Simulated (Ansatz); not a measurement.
# In2W: the cost of one run

Program: Ansatz 0.2.0. Level of theory: DFT PBE, scalar-relativistic, plane waves, PAW. These are calculated values, not measurements.

### Step 1. The structure to begin with

Symmetry: P6/mmm, No. 191, hexagonal system. Conventional cell: a = 4.013 Å, b = 4.013 Å, c = 4.333 Å, α = 90.00°, β = 90.00°, γ = 120.00°. In (site symmetry -6m2) has 3 In at 2.32 Å as nearest neighbours. Around W (site symmetry 6/mmm) lie 12 In at 3.17 Å.

Coordinates:

```
In W
1.0
     4.01311    0.00000    0.00000
    -2.00656    3.47546    0.00000
     0.00000    0.00000    4.33309
In W
2 1
Direct
  0.33333 0.66667 0.50000
  0.66667 0.33333 0.50000
  0.00000 0.00000 0.00000
```

This is candidate A: AlB2 type (P6/mmm, No. 191).

(A quick probe on a coarse mesh, which set the mesh and smearing, is not shown.)

### Step 3. A loose first relaxation (candidate A)

Input file input.yaml:

```yaml
crystal:
  lattice:
    - [4.0131109802, 0.0, 0.0]
    - [-2.0065554901, 3.4754560571, 0.0]
    - [0.0, 0.0, 4.333093251]
  atoms:
    - { symbol: In, position: [0.3333333333, 0.6666666667, 0.5] }
    - { symbol: In, position: [0.6666666667, 0.3333333333, 0.5] }
    - { symbol: W, position: [0.0, 0.0, 0.0] }
basis:
  ecutwfc: 420
kpoints:
  mp_grid: { grid: [6, 6, 4] }
hamiltonian:
  xc: pbe
scf:
  occupations: { method: gaussian, width: 0.1 }
  lower_state_search: "off"
output:
  forces: true
  stress: true
  eigenvalues: true
relax:
  adjacent_minimum: "off"
  f_tol: 0.04
  max_steps: 70
  cell: { stress_tol: 0.4 }
```

On the command line:

```bash
$ ansatz run input.yaml --threads 1 --pin off --max-ram 2560MiB --backend cpu --events-out ev --progress --plain --runs-dir out
```

What time and memory should one allow on 1 thread of Arm Neoverse V2, shared host?

About 31 s, with a peak of 0.34 GiB.
